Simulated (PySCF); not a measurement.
# Ways to converge the SCF of AsF4⁻

The same problem is solved with other solver options, one edit a run.

Computed with PySCF 2.14.0. Level: each script names its method and basis.

## 1. The system as given

AsF4⁻: 5 atoms, charge -1, spin multiplicity 1.

Bond lengths: As1–F2 1.899 Å, As1–F3 1.777 Å, As1–F4 1.899 Å, As1–F5 1.777 Å. Angles: F2–As1–F3 86.3°, F2–As1–F4 168.9°, F2–As1–F5 86.3°, F3–As1–F4 86.3°, F3–As1–F5 97.9°, F4–As1–F5 86.3°.

## 2. Base script

File input.py:

```python
from pyscf import gto, scf, mp

mol = gto.M(
    atom='As 0.2635 0.2134 -0.0326; F 1.0571 -0.8536 1.3237; F -1.1694 0.2799 1.0168; F -0.8152 1.0495 -1.3536; F -0.1093 -1.3154 -0.8587',
    basis='cc-pvdz',
    charge=-1,
    spin=0,
    verbose=4,
)
mf = scf.RHF(mol)
mf.kernel()
mp.MP2(mf).kernel()
mf.dip_moment()
print('orbital energies (hartree):', mf.mo_energy[..., max(0, mol.nelec[1]-3):mol.nelec[0]+3].round(4))
```

The run is started by

```
OMP_NUM_THREADS=1 python input.py
```

Its log is not repeated here.

It gives: E(SCF) = -2632.048738 Eh, 10 cycles, E(MP2) − E(SCF) = -0.90694 Eh.

The dipole of an ion depends on the origin.

## 3. Initial guess 1e

Variant 1 changes initial guess: minao → 1e.

input.py, as its differences from that of step 2:

```diff
@@ -10,2 +10,3 @@
 mf = scf.RHF(mol)
+mf.init_guess = '1e'
 mf.kernel()
```

The run is started by

```
OMP_NUM_THREADS=1 python input.py
```

Output, cut to the lines that bear on the results:

```text
[lines on the frontier levels of each cycle are left out]
PySCF version 2.14.0

[INPUT] verbose = 4
[INPUT] num. atoms = 5
[INPUT] num. electrons = 70
[INPUT] charge = -1
[INPUT] spin (= nelec alpha-beta = 2S) = 0
[INPUT] symmetry False subgroup None
[INPUT] Mole.unit = angstrom
[INPUT] Symbol           X                Y                Z      unit          X                Y                Z       unit  Magmom
[INPUT]  1 As     0.263500000000   0.213400000000  -0.032600000000 AA    0.497942833823   0.403267554982  -0.061605071661 Bohr   0.0
[INPUT]  2 F      1.057100000000  -0.853600000000   1.323700000000 AA    1.997629486278  -1.613070219929   2.501430471087 Bohr   0.0
[INPUT]  3 F     -1.169400000000   0.279900000000   1.016800000000 AA   -2.209845730066   0.528934342266   1.921473523458 Bohr   0.0
[INPUT]  4 F     -0.815200000000   1.049500000000  -1.353600000000 AA   -1.540504736745   1.983267567731  -2.557933282211 Bohr   0.0
[INPUT]  5 F     -0.109300000000  -1.315400000000  -0.858700000000 AA   -0.206547065415  -2.485745744253  -1.622707823164 Bohr   0.0

nuclear repulsion = 437.787234855419
number of shells = 26
number of NR pGTOs = 181
number of NR cGTOs = 83
basis = cc-pvdz
ecp = {}

******** <class 'pyscf.scf.hf.RHF'> ********
method = RHF
initial guess = 1e
damping factor = 0
level_shift factor = 0
DIIS = <class 'pyscf.scf.diis.CDIIS'>
diis_start_cycle = 1
diis_space = 8
diis_damp = 0
SCF conv_tol = 1e-09
SCF conv_tol_grad = None
SCF max_cycles = 50
direct_scf = True
direct_scf_tol = 1e-13
Set gradient conv threshold to 3.16228e-05
Initial guess from hcore.
init E= -2577.76963750026
cycle= 1 E= -2512.51589228891  delta_E= 65.3  |g|= 13.5  |ddm|= 19.3
cycle= 2 E= -2575.56188975169  delta_E=  -63  |g|= 6.37  |ddm|= 18.9
cycle= 3 E= -2602.46791514963  delta_E= -26.9  |g|= 10.5  |ddm|= 17.5
cycle= 4 E= -2625.02855274021  delta_E= -22.6  |g|= 5.25  |ddm|= 8.52
cycle= 5 E= -2630.00256084874  delta_E= -4.97  |g|= 3.32  |ddm|= 5.59
cycle= 6 E= -2631.08983310293  delta_E= -1.09  |g|= 2.22  |ddm|= 0.919
cycle= 7 E= -2631.95279656518  delta_E= -0.863  |g|= 0.638  |ddm|= 1.32
cycle= 8 E= -2632.01914488487  delta_E= -0.0663  |g|= 0.372  |ddm|= 0.421
cycle= 9 E= -2632.04797613404  delta_E= -0.0288  |g|= 0.0584  |ddm|= 0.325
cycle= 10 E= -2632.04862780124  delta_E= -0.000652  |g|= 0.012  |ddm|= 0.0666
cycle= 11 E= -2632.04873215641  delta_E= -0.000104  |g|= 0.00247  |ddm|= 0.029
cycle= 12 E= -2632.0487374061  delta_E= -5.25e-06  |g|= 0.000526  |ddm|= 0.00803
cycle= 13 E= -2632.04873753135  delta_E= -1.25e-07  |g|= 6.32e-05  |ddm|= 0.00103
cycle= 14 E= -2632.04873753322  delta_E= -1.87e-09  |g|= 2.93e-05  |ddm|= 0.000111
cycle= 15 E= -2632.04873753346  delta_E= -2.39e-10  |g|= 8.93e-06  |ddm|= 3.06e-05
Extra cycle  E= -2632.04873753352  delta_E= -5.73e-11  |g|= 4.73e-06  |ddm|= 1.01e-05
converged SCF energy = -2632.04873753352

******** <class 'pyscf.mp.mp2.RMP2'> ********
nocc = 35, nmo = 83
E(RMP2) = -2632.95568057247  E_corr = -0.906943038953001
E(SCS-RMP2) = -2632.91834107749  E_corr = -0.869603543966305
E_corr(same-spin) = -0.25237858012765
E_corr(oppo-spin) = -0.654564458825352

WARN: System has nonzero charge -1; the dipole moment is origin-dependent.
Location of origin: [0. 0. 0.]

Dipole moment(X, Y, Z, Debye):  1.76351,  1.42808, -0.21840
orbital energies (hartree): [-0.3569 -0.3545 -0.2072  0.3198  0.412   0.439 ]
```

Wall time 3.9 s (1 thread of Arm Neoverse N1, shared host).

Outcome: E(SCF) = -2632.048738 Eh (no change), 15 cycles, E(MP2) − E(SCF) = -0.90694 Eh.

## 4. Second-order solver on

Variant 2 changes second-order solver: off → on.

input.py, as its differences from that of step 2:

```diff
@@ -10,2 +10,3 @@
 mf = scf.RHF(mol)
+mf = mf.newton()
 mf.kernel()
```

The run is started by

```
OMP_NUM_THREADS=1 python input.py
```

Output:

```text
[... 23 set-up lines left out, the same as in an earlier log ...]
******** <class 'pyscf.soscf.newton_ah.SecondOrderRHF'> ********
method = SecondOrderRHF
initial guess = minao
[... 11 set-up lines left out, the same as in an earlier log ...]
******** <class 'pyscf.scf.hf.RHF'> Newton solver flags ********
SCF tol = 1e-09
conv_tol_grad = None
max. SCF cycles = 50
[... 2 set-up lines left out, the same as in an earlier log ...]
max_cycle_inner = 12
max_stepsize = 0.05
ah_start_tol = 1e+09
ah_level_shift = 0
ah_conv_tol = 1e-12
ah_lindep = 1e-14
ah_start_cycle = 1
ah_max_cycle = 40
ah_grad_trust_region = 2.5
kf_interval = 4
kf_trust_region = 5
canonicalization = True
Set conv_tol_grad to 3.16228e-05
Initial guess from minao.
Initial guess E= -2631.87175639848  |g|= 0.990638
macro= 0  E= -2632.04873235544  delta_E= -0.176976  |g|= 0.011044  4 KF 13 JK
macro= 1  E= -2632.04873753352  delta_E= -5.17808e-06  |g|= 1.87964e-05  3 KF 10 JK
macro= 2  E= -2632.0487375335  delta_E= 1.72804e-11  |g|= 4.00523e-06  1 KF 2 JK
Canonicalize SCF orbitals
macro X = 3  E=-2632.0487375335  |g|= 4.00523e-06  total 9 KF 29 JK
converged SCF energy = -2632.0487375335

******** <class 'pyscf.mp.mp2.RMP2'> ********
nocc = 35, nmo = 83
E(RMP2) = -2632.9556805607  E_corr = -0.906943027201767
E(SCS-RMP2) = -2632.91834106517  E_corr = -0.869603531667285
E_corr(same-spin) = -0.252378578047888
E_corr(oppo-spin) = -0.65456444915388

WARN: System has nonzero charge -1; the dipole moment is origin-dependent.
Location of origin: [0. 0. 0.]

Dipole moment(X, Y, Z, Debye):  1.76352,  1.42809, -0.21841
orbital energies (hartree): [-0.3569 -0.3545 -0.2072  0.3198  0.412   0.439 ]
```

It took 4.2 s on 1 thread of Arm Neoverse N1, shared host.

Outcome: E(SCF) = -2632.048738 Eh (no change), 3 macro-iterations, E(MP2) − E(SCF) = -0.90694 Eh.

## 5. Smearing width 0.01 hartree

Variant 3 changes smearing width: none → 0.01 hartree; step after the SCF: mp2 → none.

input.py, as its differences from that of step 2:

```diff
@@ -1,2 +1,2 @@
-from pyscf import gto, scf, mp
+from pyscf import gto, scf
 
@@ -10,4 +10,4 @@
 mf = scf.RHF(mol)
+mf = scf.addons.smearing_(mf, sigma=0.01, method='fermi')
 mf.kernel()
-mp.MP2(mf).kernel()
 mf.dip_moment()
```

The run is started by

```
OMP_NUM_THREADS=1 python input.py
```

Output:

```text
[... 23 set-up lines left out, the same as in an earlier log ...]
******** <class 'pyscf.scf.smearing.SmearingRHF'> ********
method = SmearingRHF
[... 14 set-up lines left out, the same as in an earlier log ...]
init E= -2630.88472912477
    sigma = 0.01  Optimized mu = -0.164385036577  entropy = 6.71110711197e-07
    Total E(T) = -2631.87175638976  Free energy = -2631.87175639647  E0 = -2631.87175639311
cycle= 1 E= -2631.87175638976  delta_E= -0.987  |g|= 0.651  |ddm|=  1.9
    sigma = 0.01  Optimized mu = 0.0499412569843  entropy = 8.1498107483e-09
    Total E(T) = -2631.97935240683  Free energy = -2631.97935240691  E0 = -2631.97935240687
cycle= 2 E= -2631.97935240683  delta_E= -0.108  |g|= 0.454  |ddm|= 0.979
    sigma = 0.01  Optimized mu = 0.0495825743106  entropy = 4.7411051946e-10
    Total E(T) = -2632.04748214968  Free energy = -2632.04748214968  E0 = -2632.04748214968
cycle= 3 E= -2632.04748214968  delta_E= -0.0681  |g|= 0.025  |ddm|= 0.353
    sigma = 0.01  Optimized mu = 0.0560689370186  entropy = 3.9006437761e-10
    Total E(T) = -2632.04858568307  Free energy = -2632.04858568308  E0 = -2632.04858568308
cycle= 4 E= -2632.04858568307  delta_E= -0.0011  |g|= 0.00723  |ddm|= 0.0828
    sigma = 0.01  Optimized mu = 0.0557048489205  entropy = 3.86279801383e-10
    Total E(T) = -2632.04872546304  Free energy = -2632.04872546304  E0 = -2632.04872546304
cycle= 5 E= -2632.04872546304  delta_E= -0.00014  |g|= 0.00356  |ddm|= 0.0346
    sigma = 0.01  Optimized mu = 0.0561721181991  entropy = 3.96076646952e-10
    Total E(T) = -2632.0487365508  Free energy = -2632.04873655081  E0 = -2632.04873655081
cycle= 6 E= -2632.0487365508  delta_E= -1.11e-05  |g|= 0.00173  |ddm|= 0.0106
    sigma = 0.01  Optimized mu = 0.0562804833554  entropy = 3.95234668584e-10
    Total E(T) = -2632.04873748927  Free energy = -2632.04873748928  E0 = -2632.04873748927
cycle= 7 E= -2632.04873748927  delta_E= -9.38e-07  |g|= 0.000219  |ddm|= 0.00269
    sigma = 0.01  Optimized mu = 0.0562995251389  entropy = 3.95398281451e-10
    Total E(T) = -2632.04873753172  Free energy = -2632.04873753172  E0 = -2632.04873753172
cycle= 8 E= -2632.04873753172  delta_E= -4.24e-08  |g|= 4.55e-05  |ddm|= 0.000576
    sigma = 0.01  Optimized mu = 0.0563048025507  entropy = 3.95513223734e-10
    Total E(T) = -2632.04873753343  Free energy = -2632.04873753344  E0 = -2632.04873753343
cycle= 9 E= -2632.04873753343  delta_E= -1.72e-09  |g|= 7.48e-06  |ddm|= 0.000105
    sigma = 0.01  Optimized mu = 0.0563043798947  entropy = 3.95519208961e-10
    Total E(T) = -2632.0487375335  Free energy = -2632.04873753351  E0 = -2632.0487375335
cycle= 10 E= -2632.0487375335  delta_E= -7.09e-11  |g|= 1.59e-06  |ddm|= 2.13e-05
    sigma = 0.01  Optimized mu = 0.056304594896  entropy = 3.95524427685e-10
    Total E(T) = -2632.04873753351  Free energy = -2632.04873753351  E0 = -2632.04873753351
Extra cycle  E= -2632.04873753351  delta_E= -6.37e-12  |g|= 6.89e-07  |ddm|= 3.75e-06
converged SCF energy = -2632.04873753351

WARN: System has nonzero charge -1; the dipole moment is origin-dependent.
Location of origin: [0. 0. 0.]

Dipole moment(X, Y, Z, Debye):  1.76352,  1.42808, -0.21840
orbital energies (hartree): [-0.3569 -0.3545 -0.2072  0.3198  0.412   0.439 ]
```

Wall time 2.9 s (1 thread of Arm Neoverse N1, shared host).

Outcome: E(SCF) = -2632.048738 Eh (no change), 10 cycles.

The energy is that at the smeared occupations, without the entropy term.

## 6. Level shift 0.3 hartree

Variant 4 changes level shift: none → 0.3 hartree.

input.py, as its differences from that of step 2:

```diff
@@ -10,2 +10,3 @@
 mf = scf.RHF(mol)
+mf.level_shift = 0.3
 mf.kernel()
```

The run is started by

```
OMP_NUM_THREADS=1 python input.py
```

Output, cut to the lines that bear on the results:

```text
[lines on the frontier levels of each cycle are left out]
[... 27 set-up lines left out, the same as in an earlier log ...]
level_shift factor = 0.3
[... 11 set-up lines left out, the same as in an earlier log ...]
init E= -2630.88472912477
cycle= 1 E= -2631.853288484  delta_E= -0.969  |g|= 1.02  |ddm|= 1.86
cycle= 2 E= -2632.01813000009  delta_E= -0.165  |g|= 0.421  |ddm|= 0.829
cycle= 3 E= -2632.04546177166  delta_E= -0.0273  |g|= 0.076  |ddm|= 0.206
cycle= 4 E= -2632.04790288772  delta_E= -0.00244  |g|= 0.0275  |ddm|= 0.0964
cycle= 5 E= -2632.04853508727  delta_E= -0.000632  |g|= 0.0125  |ddm|= 0.0579
cycle= 6 E= -2632.04870082507  delta_E= -0.000166  |g|= 0.0053  |ddm|= 0.034
cycle= 7 E= -2632.04873168901  delta_E= -3.09e-05  |g|= 0.00224  |ddm|= 0.0156
cycle= 8 E= -2632.04873668405  delta_E= -5e-06  |g|= 0.00085  |ddm|= 0.00652
cycle= 9 E= -2632.04873743508  delta_E= -7.51e-07  |g|= 0.0003  |ddm|= 0.00267
cycle= 10 E= -2632.04873752206  delta_E= -8.7e-08  |g|= 0.000103  |ddm|= 0.000892
cycle= 11 E= -2632.04873753219  delta_E= -1.01e-08  |g|= 3.51e-05  |ddm|= 0.000298
cycle= 12 E= -2632.04873753338  delta_E= -1.19e-09  |g|= 1.15e-05  |ddm|= 0.000101
cycle= 13 E= -2632.0487375335  delta_E= -1.21e-10  |g|= 3.86e-06  |ddm|= 3.41e-05
Extra cycle  E= -2632.04873753351  delta_E= -5.46e-12  |g|= 1.64e-06  |ddm|= 1.1e-05
converged SCF energy = -2632.04873753351

******** <class 'pyscf.mp.mp2.RMP2'> ********
nocc = 35, nmo = 83
E(RMP2) = -2632.95568066595  E_corr = -0.906943132439865
E(SCS-RMP2) = -2632.91834115664  E_corr = -0.869603623136927
E_corr(same-spin) = -0.252378618220283
E_corr(oppo-spin) = -0.654564514219583

WARN: System has nonzero charge -1; the dipole moment is origin-dependent.
Location of origin: [0. 0. 0.]

Dipole moment(X, Y, Z, Debye):  1.76353,  1.42809, -0.21841
orbital energies (hartree): [-0.3569 -0.3545 -0.2072  0.3198  0.412   0.439 ]
```

It took 3.9 s on 1 thread of Arm Neoverse N1, shared host.

Outcome: E(SCF) = -2632.048738 Eh (no change), 13 cycles, E(MP2) − E(SCF) = -0.90694 Eh.

## 7. All runs together

```
                        run  E(SCF) (hartree)  from base (eV)   cycles  gap (eV)               after the SCF
                       base      -2632.048738               0       10     14.34  MP2 correlation -24.679 eV
           initial guess 1e      -2632.048738          0.0000       15     14.34  MP2 correlation -24.679 eV
     second-order solver on      -2632.048738          0.0000  3 macro     14.34  MP2 correlation -24.679 eV
smearing width 0.01 hartree      -2632.048738          0.0000       10       n/a                         n/a
    level shift 0.3 hartree      -2632.048738          0.0000       13     14.34  MP2 correlation -24.679 eV
```

Wall time on 1 thread of Arm Neoverse N1, shared host, start-up included: base 3.8 s; initial guess 1e 3.9 s; second-order solver on 4.2 s; smearing width 0.01 hartree 2.9 s; level shift 0.3 hartree 3.9 s.

Distance from each run's final energy (log10 hartree) by cycle:

```
                        run  cycle 1  cycle 2  cycle 3  cycle 5  cycle 8  cycle 12
                       base     -0.8     -1.2     -2.9     -4.9     -8.7      done
           initial guess 1e      2.1      1.8      1.5      0.3     -1.5      -6.9
     second-order solver on     -5.3    -10.7    < -11     done     done      done
smearing width 0.01 hartree     -0.8     -1.2     -2.9     -4.9     -8.7      done
    level shift 0.3 hartree     -0.7     -1.5     -2.5     -3.7     -6.1      -9.9
```

**Reading.** With initial guess 1e or second-order solver on or smearing width 0.01 hartree or level shift 0.3 hartree the SCF ends at the base energy. The base needs 10 cycles and the run with initial guess 1e needs 15.
